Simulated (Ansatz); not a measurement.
# BN: a point defect seen from the nuclei (Hf on a B site), part 2 of 2

Wanted: the field gradients around Hf on a B site in BN, cell charge 0, before and after the neighbours move. The cell is a supercell built from a structure deposited in the COD (the entry's cell lengths or inner coordinates differ somewhat from later room-temperature determinations). Planned: a single point, then a relaxation.

Ansatz 0.2.0; DFT, PBE, plane-wave PAW, default files, scalar-relativistic. The steps go on from the part before.

### 3 Ions relaxed

The COD entry's cell or inner coordinates are ideal or old and differ from later refinements, so a difference from it is no clean test against experiment.

Input file input.yaml:

```yaml
crystal:
  lattice:
    - [7.49472, 0.0, 0.0]
    - [-3.74736, 6.4906179144, 0.0]
    - [0.0, 0.0, 6.6357]
  atoms:
    - { symbol: Hf, position: [0.1111111111, 0.2222222222, 0.25], spin: 1.0 }
    - { symbol: B, position: [0.1111111111, 0.5555555556, 0.25] }
    - { symbol: B, position: [0.1111111111, 0.8888888889, 0.25] }
    - { symbol: B, position: [0.4444444444, 0.2222222222, 0.25] }
    - { symbol: B, position: [0.4444444444, 0.5555555556, 0.25] }
    - { symbol: B, position: [0.4444444444, 0.8888888889, 0.25] }
    - { symbol: B, position: [0.7777777778, 0.2222222222, 0.25] }
    - { symbol: B, position: [0.7777777778, 0.5555555556, 0.25] }
    - { symbol: B, position: [0.7777777778, 0.8888888889, 0.25] }
    - { symbol: B, position: [0.2222222222, 0.1111111111, 0.75] }
    - { symbol: B, position: [0.2222222222, 0.4444444444, 0.75] }
    - { symbol: B, position: [0.2222222222, 0.7777777778, 0.75] }
    - { symbol: B, position: [0.5555555556, 0.1111111111, 0.75] }
    - { symbol: B, position: [0.5555555556, 0.4444444444, 0.75] }
    - { symbol: B, position: [0.5555555556, 0.7777777778, 0.75] }
    - { symbol: B, position: [0.8888888889, 0.1111111111, 0.75] }
    - { symbol: B, position: [0.8888888889, 0.4444444444, 0.75] }
    - { symbol: B, position: [0.8888888889, 0.7777777778, 0.75] }
    - { symbol: "N", position: [0.1111111111, 0.2222222222, 0.75] }
    - { symbol: "N", position: [0.1111111111, 0.5555555556, 0.75] }
    - { symbol: "N", position: [0.1111111111, 0.8888888889, 0.75] }
    - { symbol: "N", position: [0.4444444444, 0.2222222222, 0.75] }
    - { symbol: "N", position: [0.4444444444, 0.5555555556, 0.75] }
    - { symbol: "N", position: [0.4444444444, 0.8888888889, 0.75] }
    - { symbol: "N", position: [0.7777777778, 0.2222222222, 0.75] }
    - { symbol: "N", position: [0.7777777778, 0.5555555556, 0.75] }
    - { symbol: "N", position: [0.7777777778, 0.8888888889, 0.75] }
    - { symbol: "N", position: [0.2222222222, 0.1111111111, 0.25] }
    - { symbol: "N", position: [0.2222222222, 0.4444444444, 0.25] }
    - { symbol: "N", position: [0.2222222222, 0.7777777778, 0.25] }
    - { symbol: "N", position: [0.5555555556, 0.1111111111, 0.25] }
    - { symbol: "N", position: [0.5555555556, 0.4444444444, 0.25] }
    - { symbol: "N", position: [0.5555555556, 0.7777777778, 0.25] }
    - { symbol: "N", position: [0.8888888889, 0.1111111111, 0.25] }
    - { symbol: "N", position: [0.8888888889, 0.4444444444, 0.25] }
    - { symbol: "N", position: [0.8888888889, 0.7777777778, 0.25] }
magnetization:
  spin_polarized: true
kpoints:
  mp_grid: { grid: [3, 3, 3] }
scf:
  occupations: { method: fermi_dirac, width: 0.01 }
hamiltonian:
  xc: pbe
  pseudopotentials: { kind: paw }
output:
  forces: true
  stress: true
  populations: true
  efg:
    quadrupole_moments_barn: { Hf: 3.365, B: 0.04059, "N": 0.02044 }
    contact_densities: true
  write_density: true
  write_potential: true
  elf: true
  volumetric_format: npy
relax:
  f_tol: 0.03
  max_steps: 40
```

Command:

```bash
> ansatz run input.yaml --threads 1 --pin off --max-ram 3072MiB --backend cpu --events-out ev --progress --plain --runs-dir out
```

Output:

```text
[... 1 line left out ...]
Warning: RAYON_NUM_THREADS=1 ignored (pool sized by the plan → 1); use --threads N
Hf: output.efg is read without spin–orbit coupling, which moves field gradients at and beside such atoms by some per cent and up to a factor of two; PAW files take it under magnetization.noncollinear and magnetization.spin_orbit
Engine: ansatz 0.2.0, aarch64-unknown-linux-gnu
Pseudopotentials: kind: paw
Pseudopotential: Hf, paw, valence charge 26, recommended cutoff 420 eV (normal), Hf.paw.azcp
Pseudopotential: B, paw, valence charge 3, recommended cutoff 420 eV (normal), B.paw.azcp
Pseudopotential: N, paw, valence charge 5, recommended cutoff 420 eV (normal), N.paw.azcp
Functional definition: PBE
  parameter kappa = 0.804
  parameter beta = 0.06672455060314922
  exchange = pbe_x(kappa = kappa, mu = beta*pi^2/3)
  correlation = pbe_c(beta = beta)
Crystal: 36 atoms, lattice volume = 322.796 Å³
Basis set: ecut = 420 eV, 6335 PW (Γ), exchange–correlation on 108×108×90 points (8 copies of the dense FFT grid, shifted against one another)
Bands: 120, of which v1, the nominal top of the filled ones, is band 84 counted from 1 (83 counted from 0)
Symmetry: 12 space group operations
Space group: P-6m2 (ITA 187), of the structure as read, at distance tolerance 6.9e-5 Å
Magnetic group: BNS 187.209 (UNI 1439), of the structure as read, at distance tolerance 6.9e-5 Å
k-points: 6 of 27 (time reversal used)
Non-local potential: Hf, projectors of the file, l = 0: 3, l = 1: 2, l = 2: 2, l = 3: 3
Non-local potential: B, projectors of the file, l = 0: 2, l = 1: 2, l = 2: 1
Non-local potential: N, projectors of the file, l = 0: 2, l = 1: 2, l = 2: 1
PAW form: soft (Blöchl's): semilocal exchange-correlation on the pseudo side does not see the compensation charge
PAW one-centre angular grid: Hf, 590 points (default); XC on 64 Gauss nodes
PAW one-centre angular grid: B, 110 points (default); XC on 64 Gauss nodes
PAW one-centre angular grid: N, 110 points (default); XC on 64 Gauss nodes
Initial density: superposition of atomic densities (chi_scale 0.1, normalization cell, long waves kept (reshape's long-wave potential 0.35 eV rms))
Starting moments: Σ|m| = 1 μB on 1 of 36 sites
Initial wavefunctions: pseudopotential atomic-orbital guess
Functional: x = pbe(κ = 0.804, μ = 0.2195149727645171), c = pbe(β = 0.06672455060314922)
SCF iter   1: F=—  HF=-25319.183984 eV  |F-HF|=—  |Δ(HF+E_count)|=         —  Δρ=9.08e-2 (↑8.82e-2 ↓9.08e-2)  dr2=1.32e2  dr2_m=5.91e-2  M=0.539 μB ∫|m|=0.641 μB  β_m=0.30  ethr=3.10e-3  ⟨swp⟩=6.7  Hψ=6816  notcnv=0  defer=146
Mixer restart at iter 1: flushing history
preconditioner: auto → Kerker (q_TF=auto, 2.444 Å⁻¹)  [metal: Δε(μ)=0.011 eV  Ē_g=17.560 eV  σ=0.010 eV  W_gap=0.26  n_scr=70 (ndim 8)  ℏωp=25.9 eV  f_vac=0.000  D(μ)=19.69/eV (n_scr^D=198)]
spin=Collinear: Kerker preconditioning applied to the charge; magnetization (m = ρ↑ − ρ↓) channel mixes plain (no charge-response kernel on spin).
SCF iter   2: F=—  HF=-25307.333203 eV  |F-HF|=—  |Δ(HF+E_count)|=    1.19e1  Δρ=6.02e-2 (↑5.72e-2 ↓6.02e-2)  dr2=7.21e1  dr2_m=3.10e-2  M=0.339 μB ∫|m|=0.461 μB  β_m=0.58  ethr=3.10e-3  ⟨swp⟩=3.2  Hψ=2757  notcnv=0  defer=373
SCF iter   3: F=—  HF=-25301.007453 eV  |F-HF|=—  |Δ(HF+E_count)|=    6.33e0  Δρ=1.97e-2 (↑1.93e-2 ↓1.97e-2)  dr2=1.48e1  dr2_m=2.90e-3  M=0.333 μB ∫|m|=0.381 μB  β_m=0.66  ethr=3.10e-3  ⟨swp⟩=3.4  Hψ=2931  notcnv=0  defer=360
SCF iter   4: F=—  HF=-25298.006596 eV  |F-HF|=—  |Δ(HF+E_count)|=    3.00e0  Δρ=1.18e-2 (↑1.18e-2 ↓1.17e-2)  dr2=3.58e0  dr2_m=3.51e-3  M=0.260 μB ∫|m|=0.293 μB  β_m=0.63  ethr=3.10e-3  ⟨swp⟩=3.0  Hψ=2776  notcnv=0  defer=360
SCF iter   5: F=—  HF=-25297.078369 eV  |F-HF|=—  |Δ(HF+E_count)|=   9.28e-1  Δρ=5.33e-3 (↑5.24e-3 ↓5.33e-3)  dr2=1.36e0  dr2_m=7.12e-3  M=0.059 μB ∫|m|=0.122 μB  β_m=0.75  ethr=2.14e-3  ⟨swp⟩=2.3  Hψ=2728  notcnv=0  defer=350
[... 86 lines left out ...]
  atom  19  N  V_zz =    +0.958249   η = 0.0000   by run symmetry: allowed   C_q = +0.4736 MHz
            electrostatic potential = -513.239299 V   contact ρ = 1412.099117 e/Å³   contact ρ_s (e/Å³): all electrons +0.099821, valence +0.117608
  atom  20  N  V_zz =    -0.174375   η = 0.2886   by run symmetry: allowed   C_q = -0.0862 MHz
            electrostatic potential = -513.451028 V   contact ρ = 1411.280554 e/Å³   contact ρ_s (e/Å³): all electrons +0.004996, valence +0.005356
  atom  21  N  V_zz =    -0.174375   η = 0.2886   by run symmetry: allowed   C_q = -0.0862 MHz
            electrostatic potential = -513.451028 V   contact ρ = 1411.280554 e/Å³   contact ρ_s (e/Å³): all electrons +0.004996, valence +0.005356
  atom  22  N  V_zz =    -0.174375   η = 0.2886   by run symmetry: allowed   C_q = -0.0862 MHz
            electrostatic potential = -513.451028 V   contact ρ = 1411.280554 e/Å³   contact ρ_s (e/Å³): all electrons +0.004996, valence +0.005356
  atom  23  N  V_zz =    -0.174375   η = 0.2886   by run symmetry: allowed   C_q = -0.0862 MHz
            electrostatic potential = -513.451028 V   contact ρ = 1411.280554 e/Å³   contact ρ_s (e/Å³): all electrons +0.004996, valence +0.005356
  atom  24  N  V_zz =    -0.215548   η = 0.0000   by run symmetry: allowed   C_q = -0.1065 MHz
            electrostatic potential = -513.464267 V   contact ρ = 1411.222358 e/Å³   contact ρ_s (e/Å³): all electrons +0.000043, valence +0.000052
  atom  25  N  V_zz =    -0.174375   η = 0.2886   by run symmetry: allowed   C_q = -0.0862 MHz
            electrostatic potential = -513.451028 V   contact ρ = 1411.280554 e/Å³   contact ρ_s (e/Å³): all electrons +0.004996, valence +0.005356
  atom  26  N  V_zz =    -0.254304   η = 0.0000   by run symmetry: allowed   C_q = -0.1257 MHz
            electrostatic potential = -513.452246 V   contact ρ = 1411.226359 e/Å³   contact ρ_s (e/Å³): all electrons +0.001275, valence +0.001334
  atom  27  N  V_zz =    -0.174375   η = 0.2886   by run symmetry: allowed   C_q = -0.0862 MHz
            electrostatic potential = -513.451028 V   contact ρ = 1411.280554 e/Å³   contact ρ_s (e/Å³): all electrons +0.004996, valence +0.005356
  atom  28  N  V_zz =    -7.498800   η = 0.1572   by run symmetry: allowed   C_q = -3.7062 MHz
            electrostatic potential = -515.307901 V   contact ρ = 1412.383110 e/Å³   contact ρ_s (e/Å³): all electrons +0.028220, valence +0.025485
  atom  29  N  V_zz =    -7.498800   η = 0.1572   by run symmetry: allowed   C_q = -3.7062 MHz
            electrostatic potential = -515.307901 V   contact ρ = 1412.383110 e/Å³   contact ρ_s (e/Å³): all electrons +0.028220, valence +0.025485
  atom  30  N  V_zz =    -3.211974   η = 0.0668   by run symmetry: allowed   C_q = -1.5875 MHz
            electrostatic potential = -514.230749 V   contact ρ = 1411.737767 e/Å³   contact ρ_s (e/Å³): all electrons -0.000800, valence -0.001076
  atom  31  N  V_zz =    -3.211974   η = 0.0668   by run symmetry: allowed   C_q = -1.5875 MHz
            electrostatic potential = -514.230749 V   contact ρ = 1411.737767 e/Å³   contact ρ_s (e/Å³): all electrons -0.000800, valence -0.001076
  atom  32  N  V_zz =    -1.352281   η = 0.3591   by run symmetry: allowed   C_q = -0.6683 MHz
            electrostatic potential = -513.267113 V   contact ρ = 1411.112062 e/Å³   contact ρ_s (e/Å³): all electrons +0.015767, valence +0.015837
  atom  33  N  V_zz =    -3.211974   η = 0.0668   by run symmetry: allowed   C_q = -1.5875 MHz
            electrostatic potential = -514.230749 V   contact ρ = 1411.737767 e/Å³   contact ρ_s (e/Å³): all electrons -0.000800, valence -0.001076
  atom  34  N  V_zz =    -7.498800   η = 0.1572   by run symmetry: allowed   C_q = -3.7062 MHz
            electrostatic potential = -515.307901 V   contact ρ = 1412.383110 e/Å³   contact ρ_s (e/Å³): all electrons +0.028220, valence +0.025485
  atom  35  N  V_zz =    -1.352281   η = 0.3591   by run symmetry: allowed   C_q = -0.6683 MHz
            electrostatic potential = -513.267113 V   contact ρ = 1411.112062 e/Å³   contact ρ_s (e/Å³): all electrons +0.015767, valence +0.015837
  atom  36  N  V_zz =    -1.352281   η = 0.3591   by run symmetry: allowed   C_q = -0.6683 MHz
            electrostatic potential = -513.267113 V   contact ρ = 1411.112062 e/Å³   contact ρ_s (e/Å³): all electrons +0.015767, valence +0.015837
--- Band table (eV; the first three rows and the last of 12) ---
[... 4 lines left out ...]
--- Relaxed structure (6 steps of the walk, 6 accepted, 0 SCFs on fresh bases) ---
  F+E_penalty+E_count = -25317.43989623 eV   max|allowed force component| = 8.511e-3 eV/Å
  atoms:
[... 36 lines left out ...]
--- Löwdin populations: 36 sites ---
  site symbol       q [e]    m [muB]
[... 36 lines left out ...]
  spilling = 0.006447 (of n_electrons = 167.000000)
```

Run time: 7.8 min. Hardware: 1 thread of Arm Neoverse V1, shared host; peak memory 1 GiB.

Step by step:

| step | energy change (eV) | largest force component (eV/Å) |
| --- | --- | --- |
| 1 | 0.0000 | 44.038 |
| 2 | -16.9230 | 15.320 |
| 3 | -20.3849 | 3.007 |
| 4 | -20.5561 | 0.381 |
| 5 | -20.5648 | 0.045 |
| 6 | -20.5649 | 0.009 |

Atom 29 and its like (N) moved farthest, 0.364 Å; the mean move was 0.046 Å.

The run ends with no gap over 0.1 eV on the mesh, largest force 0.009 eV/Å, pressure 25.3 GPa, net moment 0.19 μB.

What changed since step 2 (V_zz in 10²¹ V/m²; 9 of 14 rows, with the four largest changes of size):

| site | atoms | V_zz, PBE | V_zz, PBE relaxed | η, PBE | η, PBE relaxed | m, PBE (μB) | m, PBE relaxed (μB) |
| --- | --- | --- | --- | --- | --- | --- | --- |
| Hf | 1 | 40.0 | 85.8 | 0.00 | 0.00 | 0.00 | 0.02 |
| N28 | 28, 29, 34 | -3.78 | -7.50 | 0.47 | 0.16 | 0.00 | 0.00 |
| B2 | 2, 3, 4, … | 2.91 | 2.96 | 0.06 | 0.12 | 0.00 | 0.00 |
| N32 | 32, 35, 36 | -0.55 | -1.35 | 0.05 | 0.36 | 0.00 | 0.00 |
| N19 | 19 | 1.09 | 0.96 | 0.00 | 0.00 | 0.00 | 0.01 |
| B10 | 10, 11, 16 | 2.82 | 2.83 | 0.04 | 0.06 | 0.00 | 0.00 |
| N30 | 30, 31, 33 | -0.31 | -3.21 | 0.56 | 0.07 | 0.00 | 0.00 |
| N20 | 20, 21, 22, … | -0.12 | -0.17 | 0.43 | 0.29 | 0.00 | 0.00 |
| B6 | 6 | 2.99 | 2.88 | 0.00 | 0.00 | 0.00 | 0.00 |

Site by site (atoms counted from 1): 11 of 14, those nearest the defect, the farthest of each element and the two largest gradients.

| site | atoms | distance from the defect (Å) | V_zz (10²¹ V/m²) | η | C_Q (MHz) |
| --- | --- | --- | --- | --- | --- |
| Hf | 1 | 0.00 | 85.8 | 0.00 | 6983 (¹⁷⁷Hf) |
| N28 | 28, 29, 34 | 1.81 | -7.50 | 0.16 | -3.71 (¹⁴N) |
| B2 | 2, 3, 4, 5, … | 2.58 | 2.96 | 0.12 | 2.90 (¹¹B) |
| N32 | 32, 35, 36 | 2.89 | -1.35 | 0.36 | -0.668 (¹⁴N) |
| N19 | 19 | 3.32 | 0.96 | 0.00 | 0.474 (¹⁴N) |
| B10 | 10, 11, 16 | 3.62 | 2.83 | 0.06 | 2.78 (¹¹B) |
| N30 | 30, 31, 33 | 3.82 | -3.21 | 0.07 | -1.59 (¹⁴N) |
| N20 | 20, 21, 22, 23, … | 4.15 | -0.17 | 0.29 | -0.086 (¹⁴N) |
| B6 | 6 | 4.33 | 2.88 | 0.00 | 2.82 (¹¹B) |
| B12 | 12, 13, 15 | 5.06 | 2.77 | 0.01 | 2.72 (¹¹B) |
| N24 | 24 | 5.45 | -0.22 | 0.00 | -0.107 (¹⁴N) |

Direction of the V_zz axis (Cartesian unit vector):

| site | atom | x | y | z |
| --- | --- | --- | --- | --- |
| Hf | 1 | 0.00 | 0.00 | 1.00 |
| B2 | 2 | 0.00 | 0.00 | 1.00 |
| B6 | 6 | 0.00 | 0.00 | 1.00 |
| B8 | 8 | 0.00 | 0.00 | 1.00 |
| B10 | 10 | 0.00 | 0.00 | 1.00 |
| B12 | 12 | 0.00 | 0.00 | 1.00 |
| B14 | 14 | 0.00 | 0.00 | 1.00 |
| N19 | 19 | 0.00 | 0.00 | 1.00 |
| N20 | 20 | 0.00 | 0.00 | 1.00 |
| N24 | 24 | 0.00 | 0.00 | 1.00 |

The sizes of the gradients above 0.15 moved by 8 % in the median, over a factor of two at the site that moves most (small gradients counted from 0.15; N30, -0.31 to -3.21).

Density in a lattice plane of the grid's cell (edges 7.49 and 7.49 Å, at 0.250 of the third edge), which holds Hf and B and N.

Values in e/Å³, 12 rows by 12 columns:
```
 0.53  0.72  0.92  0.63  0.57  0.68  0.72  0.57  0.62  0.88  0.75  0.54
 1.68  0.66  1.96  3.15  1.77  0.70  1.83  3.17  1.89  0.68  1.77  2.99
 0.62  0.65  3.10  3.09  0.60  0.57  3.25  3.06  0.67  0.63  3.05  3.01
 0.16  0.64  1.89  0.66  0.29  0.62  1.96  0.66  0.17  0.59  1.75  0.60
 0.60  0.63  0.92  1.79  1.75  0.88  0.67  0.61  0.58  0.67  0.71  0.58
 1.73  0.76  2.12  3.73  2.12  0.76  1.73  3.12  1.80  0.74  1.80  3.12
 0.53  0.40  1.78  1.83  0.42  0.54  3.06  3.06  0.60  0.59  3.05  2.99
 0.16  1.22  3.99  1.07  0.16  0.54  1.75  0.63  0.17  0.62  1.70  0.56
 1.06 19.34 18.82  1.19  0.42  0.71  0.70  0.66  0.65  0.63  0.75  0.41
 3.64 19.03  4.44  1.86  2.04  0.91  1.95  3.10  1.89  0.95  2.10  1.78
 1.03  1.14  1.86  3.83  1.81  0.63  3.26  3.17  0.65  1.83  3.79  1.82
 0.15  0.40  2.04  1.75  0.28  0.56  1.80  0.56  0.28  1.75  2.04  0.40
```
Columns run along the first of these edges and rows up along the second, over one cell in 12 and 12 even steps from the bottom left corner. Atoms in the plane (fractional): Hf at (0.11, 0.22), B at (0.11, 0.57), B at (0.11, 0.88), B at (0.46, 0.22), B at (0.46, 0.57), B at (0.44, 0.89), B at (0.77, 0.22), B at (0.78, 0.56), B at (0.77, 0.88), N at (0.25, 0.08), N at (0.25, 0.50), N at (0.22, 0.78), N at (0.56, 0.11), N at (0.56, 0.44), N at (0.56, 0.78), N at (0.83, 0.08), N at (0.89, 0.44), N at (0.89, 0.78).

ELF in the same plane.

Ten even steps from '0' (0.02) to '9' (0.92):
```
223687311245532014786322
751015557500276553003776
970389789704997895049978
953883289548932895498328
525752575257625752585257
015899620037997411488874
015886322237974101589730
331115788620133333222333
860079669810587786005877
972794049727985897179858
844786686358712884597128
312578641157656631576567
001333200158997201589962
047887500157853112588620
389898313420145454102431
488874478710797895037873
489747879836963894598785
475377148637613854871484
111674376137777416843762
003799861059995016899730
```
Columns run along the first of these edges and rows up along the second, over one cell in 24 and 20 even steps from the bottom left corner. Atoms in the plane (fractional): Hf at (0.11, 0.22), B at (0.11, 0.57), B at (0.11, 0.88), B at (0.46, 0.22), B at (0.46, 0.57), B at (0.44, 0.89), B at (0.77, 0.22), B at (0.78, 0.56), B at (0.77, 0.88), N at (0.25, 0.08), N at (0.25, 0.50), N at (0.22, 0.78), N at (0.56, 0.11), N at (0.56, 0.44), N at (0.56, 0.78), N at (0.83, 0.08), N at (0.89, 0.44), N at (0.89, 0.78).

Both are smooth fields of the valence electrons: close to the nuclei they are not physical.

Spin density (up less down) in a lattice plane of the grid's cell (edges 7.49 and 7.49 Å, at 0.250 of the third edge), which holds Hf and B and N.

Ten even steps from '0' (0.00 e/Å³) to '9' (0.02 e/Å³):
```
000000000000000000000000
000000000000000000000000
000000000000000000000000
000000000000000000000010
000000000000000000000000
000000000000000000000000
000000000000000000000000
000000000000000000000000
000000000000000000000000
000000000000000000000000
000000000000000000000010
000011100000100000000000
001233100000000000000000
025775200000000000000000
159995200000000000000000
489973100000000000000001
478631000000000000000002
233210000000000000000001
000000000000000000000000
000000000000000000000000
```
Columns run along the first of these edges and rows up along the second, over one cell in 24 and 20 even steps from the bottom left corner. Atoms in the plane (fractional): Hf at (0.11, 0.22), B at (0.11, 0.57), B at (0.11, 0.88), B at (0.46, 0.22), B at (0.46, 0.57), B at (0.44, 0.89), B at (0.77, 0.22), B at (0.78, 0.56), B at (0.77, 0.88), N at (0.25, 0.08), N at (0.25, 0.50), N at (0.22, 0.78), N at (0.56, 0.11), N at (0.56, 0.44), N at (0.56, 0.78), N at (0.83, 0.08), N at (0.89, 0.44), N at (0.89, 0.78).

Maxima of ELF outside the ion cores: 0.94 on the B–N line, 0.6 Å from B; 0.93 on the N–B line, 0.7 Å from N; 0.85 on the N–Hf line, 0.6 Å from N.

### 4 What came out

The summary covers parts 1 to 2.

```
                            quantity                                                                                                                         value
                      state (step 3)                               no gap over 0.1 eV on the mesh, largest force 0.009 eV/Å, pressure 25.3 GPa, net moment 0.19 μB
    V_zz by site, step 3 (10²¹ V/m²)                                           Hf 85.8, N28 -7.50, B2 2.96, N32 -1.35, N19 0.96, B10 2.83, N30 -3.21, N20 -0.17, …
         largest C_Q in size, step 3                                                                                                         6983 MHz, ¹⁷⁷Hf at Hf
step 3 (ions relaxed) against step 2  8 % in the median, over a factor of two at the site that moves most (small gradients counted from 0.15; N30, -0.31 to -3.21)
```

**Reading.** Site Hf (3 N at 1.81 Å; also 5 N at 2.89–3.32 Å) carries the largest gradient. The net moment, 0.19 μB, is not a whole number, so some states are partly filled and this isn't the spin of an isolated centre. The relaxation kept the symmetry P-6m2, so a distorted place of lower energy may have been missed. With states at the Fermi level, this mesh doesn't settle the gradients near the defect. The cell stands at 25 GPa, so host cell and defect together are far from ambient conditions, and the values don't describe a crystal at zero pressure. Relaxing moved atoms by up to 0.36 Å and single gradients by over a factor of two at the worst site (8 % in the median) (gradients over 0.15 counted), so at some sites the starting positions were a poor guide. The defect repeats with the cell of 36 atoms, so it feels its images: sites between two images don't show the values beside a lone defect, and zeros or small values of η there can come from the images' arrangement. B and N carry a gradient in the pure host already, so the values there aren't the defect's effect alone. The relaxation keeps the site symmetry -6m2 of the start, so the impurity can't leave its site; a distortion that would localise the carrier isn't explored. The defect cell has no gap above 0.1 eV on its mesh, so the values hang on the smearing and the k-mesh. The cell keeps the host's lattice, where the PBE pressure is 25 GPa. The run lost much of its start moments, and a state with larger moments may lie lower. The program warns that gradients near heavy atoms lack spin–orbit coupling.
